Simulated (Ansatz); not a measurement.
# GeH₄ (singlet): RPA-PBE over a scan of the distance Ge1–H2, 6-31G

How well do these functionals follow the top wave-function level for GeH₄ (singlet) over a scan of the distance Ge1–H2?

Method: 6-31G, all electrons in the functionals, frozen cores in the correlation of double hybrids and RPA; program: Ansatz 0.2.0, Gaussian basis.

Plan: RPA-PBE, at 1.200 Å; 1.414 Å; 1.534 Å; 1.701 Å; 1.889 Å; 2.149 Å; 2.471 Å; 2.786 Å; 3.293 Å; 4.197 Å; 5.123 Å.

**1. The geometry**

The geometry derives from a PBE0/def2-TZVP stationary point (not a proven minimum). One bond is set to the value named and the two fragments are kept rigid. No spin-orbit coupling is included. The filled d shell of Ge may be among the frozen orbitals whatever the setting's name suggests; the logs give the count.

5 atoms, charge 0, spin multiplicity 1.

Atoms are counted from 1 here; the program's logs count them from 0.

Bond lengths: Ge1–H2 1.534 Å, Ge1–H3 1.534 Å, Ge1–H4 1.534 Å, Ge1–H5 1.534 Å. Angles: H2–Ge1–H3 109.5°, H2–Ge1–H4 109.5°, H2–Ge1–H5 109.5°, H3–Ge1–H4 109.5°, H3–Ge1–H5 109.5°, H4–Ge1–H5 109.5°.

No dispersion term is added.

The geometry shown and the zero of energy belong to the point 1.534 Å. The yardstick, FCI, and other wave-function levels (R restricted, U unrestricted, valence and pair active spaces) come from earlier runs.

**2. RPA-PBE, 1.200 Å**

Contents of in.yaml:

```yaml
crystal:
  periodic: [false, false, false]
  atoms:
    - {symbol: Ge, position_ang: [0.002533, 0.002542, 0.002538]}
    - {symbol: H, position_ang: [0.694154, 0.696411, 0.695508]}
    - {symbol: H, position_ang: [-0.885353, -0.881480, 0.888198]}
    - {symbol: H, position_ang: [-0.881291, 0.887055, -0.886686]}
    - {symbol: H, position_ang: [0.889921, -0.885149, -0.879946]}
basis:
  gaussian: {orbitals: 6-31G}
hamiltonian: {xc: {name: PBE}}
correlation: {method: rpa, electrons: outside_noble_gas}
```

Launch:

```console
> ansatz run in.yaml --threads 1 --pin off --events-out ev --progress --plain --max-ram 4096MiB --backend cpu
```

Further steps of the session: RPA-PBE, 1.414 Å; RPA-PBE, 1.534 Å; RPA-PBE, 1.701 Å; RPA-PBE, 1.889 Å; RPA-PBE, 2.149 Å; RPA-PBE, 2.471 Å; RPA-PBE, 2.786 Å; RPA-PBE, 3.293 Å; RPA-PBE, 4.197 Å; RPA-PBE, 5.123 Å.

Q: Predict the results of all the runs planned. Wanted: span of the FCI curve; largest miss, RPA-PBE.

**Answer**, as computed:

| quantity | value |
| --- | --- |
| span of the FCI curve | 76.7 kcal/mol |
| largest miss, RPA-PBE | +5.2 kcal/mol (3.293 Å) |

**Reading.** RPA-PBE strays by up to 5.2 kcal/mol, at 3.293 Å. RPA-PBE clearly breaks the spin symmetry at some points (⟨S²⟩ up to 1.00 above the pure value), so energy there is bought with a mixed spin. Functionals and the yardstick converge differently with the basis, so part of each miss in 6-31G is the basis.
